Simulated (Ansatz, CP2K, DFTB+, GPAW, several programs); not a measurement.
# KTaO3 from cheap methods to r2SCAN

How much accuracy does each second buy? KTaO3 is computed with 7 methods of unlike cost, up to r2SCAN.

Method: no spin polarisation, static lattice; gaps from single points on the cell relaxed beforehand with r²SCAN, in DFTB+, CP2K, Ansatz, GPAW (versions at each run).

**1. The starting structure**

The structure is cubic, space group Pm-3m (No. 221). The conventional cell has a = 3.990 Å, b = 3.990 Å, c = 3.990 Å, α = 90.00°, β = 90.00°, γ = 90.00°. K (site symmetry m-3m) has 12 O at 2.82 Å in its first shell of neighbours. Ta (site symmetry m-3m) is surrounded by 6 O at 2.00 Å. O (site symmetry 4/mmm) has 2 Ta at 2.00 Å and 4 K at 2.82 Å in its first shell of neighbours.

Coordinates:

```cif
data_structure
_symmetry_space_group_name_H-M 'P 1'
_symmetry_Int_Tables_number 1
_cell_length_a 3.9901
_cell_length_b 3.9901
_cell_length_c 3.9901
_cell_angle_alpha 90.000
_cell_angle_beta 90.000
_cell_angle_gamma 90.000
_cell_volume 63.53
loop_
_atom_site_label
_atom_site_type_symbol
_atom_site_fract_x
_atom_site_fract_y
_atom_site_fract_z
_atom_site_occupancy
K1 K 0.50000 0.50000 0.50000 1
Ta1 Ta 0.00000 0.00000 0.00000 1
O1 O 0.50000 0.00000 0.00000 1
O2 O 0.00000 0.50000 0.00000 1
O3 O 0.00000 0.00000 0.50000 1
```

**Question.** The methods are GFN1-xTB (DFTB+), PBE/DZVP, PBE/SZV, coarse PBE, GLLB-SC, PBE, r2SCAN. What gap does r2SCAN give on this cell, and which other methods (full PBE left aside) come nearest to r2SCAN and farthest in gap, volume and bulk modulus?

| quantity | value |
| --- | --- |
| r2SCAN | gap 2.63 eV, 12.71 Å³/atom, B₀ 209 GPa |
| gap: nearest and farthest of the other methods | GFN1-xTB (DFTB+) (+0.13 eV), GLLB-SC (+1.63 eV) |
| volume: nearest and farthest of the other methods | PBE/DZVP (+1.0 %), PBE/SZV (+4.8 %) |
| bulk modulus: nearest and farthest of the other methods | PBE/DZVP (-9 %), PBE/SZV (-13 %) |

For the gap, of the 5 methods compared (full PBE left aside), GFN1-xTB (DFTB+) comes nearest to r2SCAN and GLLB-SC is farthest. Among the 2 methods compared for the volume (full PBE left aside), PBE/DZVP is nearest to r2SCAN and PBE/SZV farthest. Among the 2 methods compared for the bulk modulus (full PBE left aside), PBE/DZVP is nearest to r2SCAN and PBE/SZV farthest. A minimal basis or a coarse cutoff and mesh shifts results by its own error, so closeness to r2SCAN can be chance. GLLB-SC is compared with its derivative discontinuity added. No volume is given for GFN1-xTB (DFTB+), coarse PBE, which can hide a larger miss. CPU times run from 0.69 s (coarse PBE) to 35 s (PBE/DZVP). On this cell GFN1-xTB (DFTB+), PBE/DZVP, PBE/SZV, GLLB-SC cost more than r2SCAN itself (3.8 s), so they are no saving here. r2SCAN is a yardstick, not the truth: it usually gives gaps below the measured ones. Spin-orbit coupling is left out throughout.
